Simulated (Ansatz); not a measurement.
# KZrN: the cost of one run

Computed with Ansatz 0.2.0 (DFT PBE, scalar-relativistic, plane waves, PAW, unless a step's input says otherwise).

### Step 1. The starting structure

The structure is hexagonal, space group P-6m2 (No. 187). The conventional cell has a = 4.263 Å, b = 4.263 Å, c = 4.537 Å, α = 90.00°, β = 90.00°, γ = 120.00°. Around K (site symmetry -6m2) lie 6 Zr at 3.35 Å and 6 N at 3.35 Å. Around Zr (site symmetry -6m2) lie 3 N at 2.46 Å. N (site symmetry -6m2) is surrounded by 3 Zr at 2.46 Å and 6 K at 3.35 Å.

Coordinates:

```
CELL_PARAMETERS angstrom
4.26292 0.00000 0.00000
-2.13146 3.69179 0.00000
0.00000 0.00000 4.53736
ATOMIC_POSITIONS crystal
K 0.00000 0.00000 0.00000
Zr 0.66667 0.33333 0.50000
N 0.33333 0.66667 0.50000
```

A structure generator made this guess: species swapped into a database cell of EuAlSi (P-6m2, No. 187), with K on the Eu sites, Zr on the Al sites and N on the Si sites. The dimensions are guesses.

### Step 2. Probe: one point on a coarse mesh

Input file input.yaml:

```yaml
crystal:
  lattice:
    - [4.2629175, 0.0, 0.0]
    - [-2.13145875, 3.69179484, 0.0]
    - [0.0, 0.0, 4.53736452]
  atoms:
    - { symbol: K, position: [0.0, 0.0, 0.0] }
    - { symbol: Zr, position: [0.66666667, 0.33333333, 0.5] }
    - { symbol: "N", position: [0.33333333, 0.66666667, 0.5] }
basis:
  ecutwfc: 420
kpoints:
  mp_grid: { grid: [6, 6, 4] }
hamiltonian:
  xc: pbe
scf:
  occupations: { method: gaussian, width: 0.1 }
  lower_state_search: "off"
output:
  forces: true
  stress: true
  eigenvalues: true
```

Launch:

```
ansatz run input.yaml --threads 1 --pin off --max-ram 2560MiB --backend cpu --events-out ev --progress --plain --runs-dir out
```

Q: Estimate wall time and peak memory on 1 thread of Arm Neoverse V2, shared host.

About 2 s, with a peak of 0.33 GiB.
